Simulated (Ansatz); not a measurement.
A first try at a breakdown of dispersion, smearing and cutoff terms of Ba3ZnN2O, space group P4/mmm, using Ansatz 0.2.0 through its Python package.

The script, `terms_ba3znn2o.py`:
```python
import ansatz


def main() -> None:
    structure = (
        ansatz.Lattice.from_parameters(4.149767, 4.149767, 9.292831, alpha=90, beta=90, gamma=90)
        .space_group(123, hermann_mauguin='P4/mmm')
        .atom('Ba', [0.0, 0.0, 0.217885])
        .atom('Ba', [0.5, 0.5, 0.5])
        .atom('Zn', [0.5, 0.5, 0.0])
        .atom('N', [0.5, 0.5, 0.80054])
        .atom('O', [0.0, 0.0, 0.5])
    )

    calc = (
        structure.calculation()
        .kpoints(6, 6, 2)
        .occupations('fermi_dirac', width=0.02)
        .correlation('mp2')
    )
    with_term = calc.functional('pbesol', dispersion='d3bj').basis(340).cutoff_correction(490).run().report
    without = calc.functional('pbesol').basis(340).run().report
    finer = calc.functional('pbesol').basis(490).run().report
    removed = ansatz.free_energy_without(with_term, ansatz.EnergyTerm.DISPERSION)
    print(f'dispersion term            {with_term["components"]["e_disp"]:.5f} eV')
    print(f'F less dispersion          {removed:.5f} eV, run without it {without["free_energy_ev"]:.5f} eV')
    print(f'F less smearing term       {ansatz.free_energy_without(without, ansatz.EnergyTerm.SMEARING):.5f} eV')
    print(f'estimated gain to 490 eV   {with_term["cutoff_correction"]["energy_ev"]:.5f} eV, found {finer["free_energy_ev"] - without["free_energy_ev"]:.5f} eV')


if __name__ == '__main__':
    main()
```

`python terms_ba3znn2o.py` gives:
```text
Traceback (most recent call last):
  File "terms_ba3znn2o.py", line 32, in <module>
    main()
    ~~~~^^
  File "terms_ba3znn2o.py", line 21, in main
    with_term = calc.functional('pbesol', dispersion='d3bj').basis(340).cutoff_correction(490).run().report
                ~~~~~~~~~~~~~~~~~~~~~~~~~~~~~~~~~~~~~~~~~~~~~~~~~~~~~~~~~~~~~~~~~~~~~~~~~~~~~~~~~~^^
  ...
ansatz.RefusalError: invalid value for `correlation`: it needs basis.gaussian or hamiltonian.integrals
```
(Library frames cut from the traceback.)

Find the fault and give the corrected script.

The fault: a wavefunction method is asked of a plane-wave crystal. The change:

```diff
--- before
+++ after
@@ -18,3 +18,2 @@
         .occupations('fermi_dirac', width=0.02)
-        .correlation('mp2')
     )
```

The mended script runs so:

```console
$ python terms_ba3znn2o.py
DeckWarning: basis.ecutwfc = 340 eV is below the records' recommended 420 eV, and the density's cutoff is lower with it unless basis.ecutrho_ratio is high enough to keep the records' density cutoff: compare with a run at a higher cutoff
dispersion term            -1.75126 eV
F less dispersion          -22191.28845 eV, run without it -22191.28845 eV
F less smearing term       -22191.28845 eV
estimated gain to 490 eV   -0.33752 eV, found -0.33216 eV
```
(Warnings from the package without file and line.)

Reading the output:
- Absolute energies stand on the zero of these potentials, so only differences at equal settings mean something. A total without «per atom» is that of the whole cell that was run.
- The cutoff lies under the one recommended for these potentials in some of the runs.
- The structure comes from a database of computed cells and needn't be a stable or known phase.
- It ran for 21 s on 1 thread of Arm Neoverse V1, with other jobs on the host, peak memory 0.54 GiB.
